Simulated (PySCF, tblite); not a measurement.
**C5H8F2GeO: geometry, infrared bands and NMR shifts**

What infrared bands and NMR shifts should C5H8F2GeO (`FC[C@@H]1C=C[C@@H]([GeH2][F])O1`) show?

Computed with tblite 0.8.0 and PySCF 2.14.0, with density-fitted response routines of our own, on a single molecule in the gas phase. Atoms count from 0, in the outputs and in this text.

### Step 1. The molecule as given

17 atoms, charge 0, multiplicity 1; geometry from: force field or distance geometry start.

Bonds of the start (Å): F0–C1 1.39, C1–C2 1.51, C2–C3 1.50, C3–C4 1.31, C4–C5 1.50, C5–Ge6 1.96, Ge6–F7 1.76, C5–O8 1.38, O8–C2 1.38, C1–H9 1.11, C1–H10 1.10, C2–H11 1.10, C3–H12 1.10, C4–H13 1.10, C5–H14 1.08, Ge6–H15 1.54, Ge6–H16 1.58.

### Step 2. Optimising the geometry with GFN2-xTB

Job settings and geometry (Å):

```
{"job": {"kind": "relax", "xc": "GFN2-xTB", "basis": "xTB"}, "charge": 0, "multiplicity": 1}
F     -2.717900    -0.399200     1.683500
C     -2.208500    -0.835400     0.462200
C     -0.765800    -0.417500     0.357000
C     -0.693800     1.080500     0.404100
C      0.222800     1.399400    -0.482800
C      0.741200     0.162500    -1.143600
Ge     2.353600    -0.305000    -0.140800
F      3.766600     0.404800    -0.911300
O     -0.265100    -0.752700    -0.886500
H     -2.824100    -0.340400    -0.312800
H     -2.374200    -1.917400     0.346500
H     -0.232500    -0.883800     1.193100
H     -1.273100     1.727600     1.071100
H      0.590000     2.394300    -0.766300
H      1.003000     0.292100    -2.187900
H      2.478200    -1.835800    -0.025100
H      2.192500     0.238100     1.329700
```

On the command line:

```console
$ OMP_NUM_THREADS=1 python probes_run.py task.json out
```

The driver reads the jobs from task.json and runs them one after another.

**Question.** This job is followed by: GFN2-xTB harmonic vibrations, gas phase; GIAO PBE0/pcSseg-1 NMR shielding, non-relativistic, gas phase. Predict these results of the whole session: strongest single infrared mode (GFN2-xTB); zero-point energy (GFN2-xTB); 13C shifts against TMS (PBE0/pcSseg-1); 1H shifts against TMS (PBE0/pcSseg-1); 19F shifts against CFCl3 (PBE0/pcSseg-1); 73Ge shifts against GeMe4 (PBE0/pcSseg-1); 17O shifts against H2O (PBE0/pcSseg-1); surface potential, 1st and 99th percentile.

As calculated:

| quantity | value |
| --- | --- |
| strongest single infrared mode (GFN2-xTB) | 1958 cm⁻¹, 524 km/mol |
| zero-point energy (GFN2-xTB) | 71.6 kcal/mol |
| 13C shifts against TMS (PBE0/pcSseg-1) | 135.9, 135.1, 91.2, 89.8, 89.7 ppm |
| 1H shifts against TMS (PBE0/pcSseg-1) | 6.50, 6.35, 5.67, 5.58, 5.33, 5.25, 4.80, 4.38 ppm |
| 19F shifts against CFCl3 (PBE0/pcSseg-1) | -249.9, -258.7 ppm |
| 73Ge shifts against GeMe4 (PBE0/pcSseg-1) | -2 ppm |
| 17O shifts against H2O (PBE0/pcSseg-1) | 40.5 ppm |
| surface potential, 1st and 99th percentile | -1.42 V and 1.31 V |

What this shows: The optimisation took 108 steps and gained 0.575 eV; among the close pairs (by a distance rule), Ge6–H16 changed most, from 1.576 to 1.511 Å. All 45 modes are real, so the xTB geometry is a minimum. The strongest single mode, at 1958 cm⁻¹, moves mainly H15. GFN2-xTB is a fitted tight-binding method: band positions and strengths are rough. Its intensities can rank the bands wrongly. At PBE0/pcSseg-1: Shielding is most anisotropic at Ge6 (span 221 ppm, paramagnetic term -1420 ppm). At PBE0/pcSseg-1, counted by nearest atom on the grid, the HOMO lies on O8 22 %; C3 14 %, the LUMO on C3, C4 about 19 % each; Ge6 14 %. Spin-orbit coupling is left out, which matters for shieldings and couplings at and beside the heavy atoms.
